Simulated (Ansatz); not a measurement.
# H12C3N4: the cost of one run

All numbers below are computed with Ansatz 0.2.0 (DFT PBE, plane waves, PAW, scalar-relativistic, no spin polarisation).

## 1. The system as given

The cell holds 38 atoms (C6H24N8): a = 8.400 Å, b = 8.400 Å, c = 8.400 Å, α = 90.00°, β = 90.00°, γ = 90.00°.

Its coordinates follow in the input file.

## 2. Relaxing the start

The input, input.yaml:

```yaml
accuracy: low
crystal:
  lattice:
    - [8.400453, 0.0, 0.0]
    - [0.0, 8.400453, 0.0]
    - [0.0, 0.0, 8.400453]
  atoms:
    - { symbol: C, position: [0.8174351, 0.4667428, 0.0331838] }
    - { symbol: C, position: [0.7923398, 0.4389588, 0.2030015] }
    - { symbol: "N", position: [0.7720972, 0.4165474, 0.339982] }
    - { symbol: H, position: [0.8142684, 0.594142, 0.0077936] }
    - { symbol: H, position: [0.9329234, 0.4196057, -0.0032278] }
    - { symbol: H, position: [0.7244628, 0.4079029, -0.0359484] }
    - { symbol: C, position: [0.5201499, 0.7353315, 0.190005] }
    - { symbol: C, position: [0.3800775, 0.6380208, 0.2239185] }
    - { symbol: "N", position: [0.2670905, 0.5595269, 0.2512741] }
    - { symbol: H, position: [0.6028189, 0.7311102, 0.2901712] }
    - { symbol: H, position: [0.5806449, 0.6911205, 0.0838401] }
    - { symbol: H, position: [0.4849856, 0.8587929, 0.1698556] }
    - { symbol: C, position: [0.861102, 0.6926135, 0.5078967] }
    - { symbol: C, position: [0.9935987, 0.6332246, 0.6035906] }
    - { symbol: "N", position: [1.1004749, 0.5853195, 0.6807804] }
    - { symbol: H, position: [0.8154632, 0.8032422, 0.5585291] }
    - { symbol: H, position: [0.9005396, 0.7153545, 0.3861889] }
    - { symbol: H, position: [0.7651445, 0.6050345, 0.5051893] }
    - { symbol: "N", position: [0.4933637, 0.8397115, 0.6661644] }
    - { symbol: H, position: [0.5970854, 0.853249, 0.7270683] }
    - { symbol: H, position: [0.4342303, 0.7485443, 0.7194798] }
    - { symbol: H, position: [0.5236188, 0.8006622, 0.5556631] }
    - { symbol: "N", position: [0.1242145, 0.1921586, 0.2683301] }
    - { symbol: H, position: [0.1771214, 0.2856, 0.3241899] }
    - { symbol: H, position: [0.0917525, 0.1144626, 0.35528] }
    - { symbol: H, position: [0.2109838, 0.1372355, 0.2042576] }
    - { symbol: "N", position: [0.0126688, 0.8996405, 0.1764867] }
    - { symbol: H, position: [0.008718, 1.013787, 0.1364153] }
    - { symbol: H, position: [0.1051515, 0.8466186, 0.1191597] }
    - { symbol: H, position: [-0.0878785, 0.8458247, 0.1359301] }
    - { symbol: "N", position: [0.5678815, 0.4158019, 0.7106082] }
    - { symbol: H, position: [0.5883853, 0.3010949, 0.6778568] }
    - { symbol: H, position: [0.5056291, 0.4109895, 0.8143011] }
    - { symbol: H, position: [0.4925875, 0.4619063, 0.6278075] }
    - { symbol: "N", position: [0.0997829, 0.2630464, 0.7394392] }
    - { symbol: H, position: [0.0461461, 0.2848822, 0.6331516] }
    - { symbol: H, position: [0.2179035, 0.2835897, 0.7228186] }
    - { symbol: H, position: [0.0883921, 0.1442325, 0.7595454] }
basis:
  ecutwfc: 420.0
kpoints:
  mp_grid: { grid: [1, 1, 1] }
hamiltonian:
  xc: pbe
scf:
  occupations: { method: fermi_dirac, width: 0.02 }
  lower_state_search: "off"
relax:
  f_tol: 0.3
  max_steps: 15
  adjacent_minimum: "off"
output:
  write_density: true
  write_potential: true
  elf: true
  volumetric_format: npy
```

Command:

```bash
$ ansatz run input.yaml --threads 1 --pin off --max-ram 3072MiB --backend cpu --events-out ev --progress --plain --runs-dir out
```

What time and memory should one allow on 1 thread of Arm Neoverse V1, shared host?

About 60 s, with a peak of 0.52 GiB.
